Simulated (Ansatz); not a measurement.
H6NPSSi, SMILES [SiH3]NPS, an atomisation energy

Program: Ansatz 0.2.0, Python API.

At the Python prompt:
```pycon
>>> from collections import Counter
>>> import ansatz as az
>>> from ase import Atoms
>>> def energy(molecule, charge=0, unpaired=0):
...     calc = molecule.calculation().basis(gaussian="def2-SVP").functional("b3lyp")
...     if charge:
...         calc = calc.charge(charge)
...     if unpaired:
...         calc = calc.spin("collinear", total=unpaired)
...     report = calc.run(threads=1, pin="off").report
...     if report["published_state_doubts"]:
...         print("  doubts:", report["published_state_doubts"])
...     return report["free_energy_ev"]
...
>>> atoms = Atoms(["Si", "N", "P", "S", "H", "H", "H", "H", "H", "H"], positions=[
...     (-1.2043, 1.0022, -0.0247),
...     (0.022, 0.0184, -0.4795),
...     (0.7807, -0.6368, 0.8569),
...     (2.427, -1.5978, -0.1816),
...     (-1.8389, 1.5746, -1.3024),
...     (-2.2797, 0.2615, 0.6692),
...     (-0.7217, 2.1526, 0.82),
...     (-0.2976, -0.6897, -1.0941),
...     (1.5433, 0.5205, 1.3419),
...     (1.6526, -2.6567, -0.6028),
... ])
>>> molecule = az.Crystal.molecule_from_ase(atoms)
>>> # unpaired electrons of the ground-state atoms
>>> unpaired = {"Si": 2, "N": 3, "P": 3, "S": 2, "H": 1}
>>> counts = Counter(site.symbol for site in molecule.cartesian_sites)
>>> atom_energy = {s: energy(az.Crystal.molecule().atom(s, (0, 0, 0)), 0, unpaired[s]) for s in counts}
>>> whole = energy(molecule, 0, 0)
>>> for s, e in atom_energy.items():
...     print(f"{s:2s} x{counts[s]}  {e:14.5f} eV")
...
Si x1     -7872.08217 eV
N  x1     -1484.04864 eV
P  x1     -9283.59914 eV
S  x1    -10830.00002 eV
H  x6       -13.63995 eV
>>> print(f"H6NPSSi: {whole:.5f} eV")
H6NPSSi: -29580.88597 eV
>>> split = sum(counts[s] * e for s, e in atom_energy.items()) - whole
>>> print(f"atomisation energy (no zero-point term): {96.485332 * split:.1f} kJ/mol, {split / sum(counts.values()):.3f} eV an atom")
atomisation energy (no zero-point term): 2828.6 kJ/mol, 2.932 eV an atom
```

2828.6 kJ/mol from the electronic energies, without the zero-point term.

Reading the output:
- Total energies depend on the basis set; only differences at equal settings carry meaning.
- The geometry is a force-field or estimated start, not a minimum of this method, and the basis set is short of its limit. All parts are taken at fixed geometry, without zero-point energy.
- b3lyp holds the VWN-RPA fit, as in Gaussian; the form of ORCA and Turbomole is b3lyp5.
- Hardware and time: 5 s on 1 thread of Arm Neoverse V1 (shared host), peak memory 0.27 GiB.
